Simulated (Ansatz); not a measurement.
**Ge3Pd (Pm-3m): equation of state with a fit from a Python script**

The task is an equation of state with a fit, for Ge3Pd (Pm-3m).

Program: the Python package of Ansatz 0.2.0. Level of theory: DFT PBE, plane waves, PAW. These are calculated values, not measurements.

## Step 1: The system

Symmetry: Pm-3m, No. 221, cubic system. Conventional cell: a = 4.142 Å, b = 4.142 Å, c = 4.142 Å, α = 90.00°, β = 90.00°, γ = 90.00°. Ge (site symmetry 4/mmm) has 8 Ge at 2.93 Å and 4 Pd at 2.93 Å as nearest neighbours. Pd (site symmetry m-3m) is surrounded by 12 Ge at 2.93 Å.

The script holds or builds the structure itself.

## Step 2: The script

Input file eos_ge3pd.py:

```python
import ansatz as az
import numpy as np
from scipy.optimize import curve_fit

VECTORS = np.array([
    [4.142023, 0.0, 0.0],
    [0.0, 4.142023, 0.0],
    [0.0, 0.0, 4.142023],
])
SITES = [
    ("Ge", [0.0, 0.5, 0.5]),
    ("Ge", [0.5, 0.0, 0.5]),
    ("Ge", [0.5, 0.5, 0.0]),
    ("Pd", [0.0, 0.0, 0.0]),
]


def build(cell):
    crystal = az.Crystal(lattice=az.Lattice.of(cell))
    for symbol, position in SITES:
        crystal = crystal.atom(symbol, position)
    return crystal

def vinet(v, e0, v0, b0, b1):
    eta = (v / v0) ** (1 / 3)
    return e0 + 2 * b0 * v0 / (b1 - 1) ** 2 * (2 - (5 + 3 * b1 * (eta - 1) - 3 * eta) * np.exp(-1.5 * (b1 - 1) * (eta - 1)))

volumes, energies = [], []
for scale in np.linspace(0.94, 1.06, 7):
    cell = VECTORS * scale ** (1 / 3)
    calculation = build(cell).calculation()
    calculation = calculation.functional("pbe").occupations("cold", width=0.05)
    calculation = calculation.scf(tolerance=1e-08)
    calculation = calculation.pseudopotentials("paw")
    calculation = calculation.basis(500)
    calculation = calculation.kpoints(6, 6, 6)
    report = calculation.run(threads=1).report
    volumes.append(abs(np.linalg.det(cell)) / len(SITES))
    energies.append(report["free_energy_ev"] / len(SITES))
    print(f"V = {volumes[-1]:8.4f} A^3/atom  F = {energies[-1]:.5f} eV/atom")

guess = (min(energies), volumes[int(np.argmin(energies))], 0.5, 4.5)
(e0, v0, b0, b1), _ = curve_fit(vinet, np.array(volumes), np.array(energies), p0=guess, maxfev=20000)
print(f"Vinet fit: V0 = {v0:.4f} A^3/atom, B0 = {160.21766 * b0:.1f} GPa, B1 = {b1:.2f}")
print("largest residual", round(1000 * float(np.abs(vinet(np.array(volumes), e0, v0, b0, b1) - energies).max()), 3), "meV/atom")
```

## Step 3: Running it

Started as:

```console
python eos_ge3pd.py
```

Log:

```text
V =  16.6996 A^3/atom  F = -4964.34778 eV/atom
V =  17.0549 A^3/atom  F = -4964.36034 eV/atom
V =  17.4102 A^3/atom  F = -4964.36826 eV/atom
V =  17.7655 A^3/atom  F = -4964.37160 eV/atom
V =  18.1208 A^3/atom  F = -4964.37076 eV/atom
V =  18.4761 A^3/atom  F = -4964.36624 eV/atom
V =  18.8314 A^3/atom  F = -4964.35845 eV/atom
Vinet fit: V0 = 17.8733 A^3/atom, B0 = 89.9 GPa, B1 = 3.58
largest residual 0.092 meV/atom
```

It took 16 s on 1 thread of Arm Neoverse V2, shared host; peak memory 0.46 GiB.

Lines on the test bed's own set-up are left out of the output.

## Step 4: The runs side by side

From the records of these 7 runs:

```
run  volume (Å³/atom)  energy from run 4 (meV/atom)  SCF cycles  CPU time (s)
  1            16.700                         23.81           7           2.2
  2            17.055                         11.26           8           2.1
  3            17.410                          3.34           8           2.1
  4            17.766                          0.00           8           2.2
  5            18.121                          0.84           7           2.2
  6            18.476                          5.36           7           2.2
  7            18.831                         13.15           7             2
```

Energies are free energies F = E - TS of the smeared occupations. 

## Step 5: Summary of results

```
                      quantity           value
                 runs compared               7
               range of energy  23.81 meV/atom
lowest point, volume (Å³/atom)          17.766
      equilibrium volume (fit)   17.87 Å³/atom
            bulk modulus (fit)          90 GPa
```

**Reading.** A third-order Birch-Murnaghan fit through the 7 points (the script's own form differs a little) has its minimum at 17.87 Å³ an atom, 0.6 % above the typed cell, with a bulk modulus of 90 GPa. From that minimum the energy rises by 23.9 meV an atom on the compressed side and 13.3 meV on the expanded side. Reading the output:
- The run is spin-unpolarised.
- For a metal this k-point mesh is coarse: on a finer one energies can move by several to tens of meV an atom and pressures by half a GPa or more, differences at one mesh by less.
- The structure comes from a database of computed cells and needn't be a stable or known phase.
